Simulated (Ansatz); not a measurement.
# BH5Se: the cost of one run

Program: Ansatz 0.2.0. Level of theory: RKS B3LYP/def2-TZVP. These are calculated values, not measurements.

## (1) Starting point

Bond lengths: B1–Se2 2.003 Å, B1–H3 1.174 Å, B1–H4 1.173 Å, B1–H5 1.257 Å, Se2–H6 1.541 Å, Se2–H7 1.548 Å. Angles: B1–Se2–H6 92.0°, B1–Se2–H7 90.1°, H6–Se2–H7 91.4°, Se2–B1–H3 112.8°, Se2–B1–H4 108.3°, Se2–B1–H5 107.6°, H3–B1–H4 114.2°, H3–B1–H5 105.2°, H4–B1–H5 108.5°.

Structure file:

```xyz
7

B    -0.5114   -0.3552   -0.4278
Se    1.0436    0.8423   -0.0261
H    -0.9321   -0.8911    0.5288
H    -0.2003   -1.0858   -1.2911
H    -1.4522    0.3702   -0.8391
H     0.3802    1.3612    1.2641
H     1.7335   -0.3095    0.7454
```

## (2) End point A

input.yaml

```yaml
crystal:
  periodic: [false, false, false]
  atoms:
    - { symbol: B, position_ang: [-0.5114, -0.3552, -0.4278] }
    - { symbol: Se, position_ang: [1.0436, 0.8423, -0.0261] }
    - { symbol: H, position_ang: [-0.9321, -0.8911, 0.5288] }
    - { symbol: H, position_ang: [-0.2003, -1.0858, -1.2911] }
    - { symbol: H, position_ang: [-1.4522, 0.3702, -0.8391] }
    - { symbol: H, position_ang: [0.3802, 1.3612, 1.2641] }
    - { symbol: H, position_ang: [1.7335, -0.3095, 0.7454] }
basis:
  gaussian: { orbitals: def2-TZVP }
hamiltonian:
  xc: b3lyp
relax:
  f_tol: 0.015
  max_steps: 40
```

Command:

```console
$ ansatz run input.yaml --threads 2 --pin off --max-ram 3072MiB --backend cpu --events-out ev --progress --plain --runs-dir out
```

What time and memory should one allow on 2 threads of Intel Xeon Platinum 8488C (Sapphire Rapids), shared host?

About 7.8 s, with a peak of 0.22 GiB.
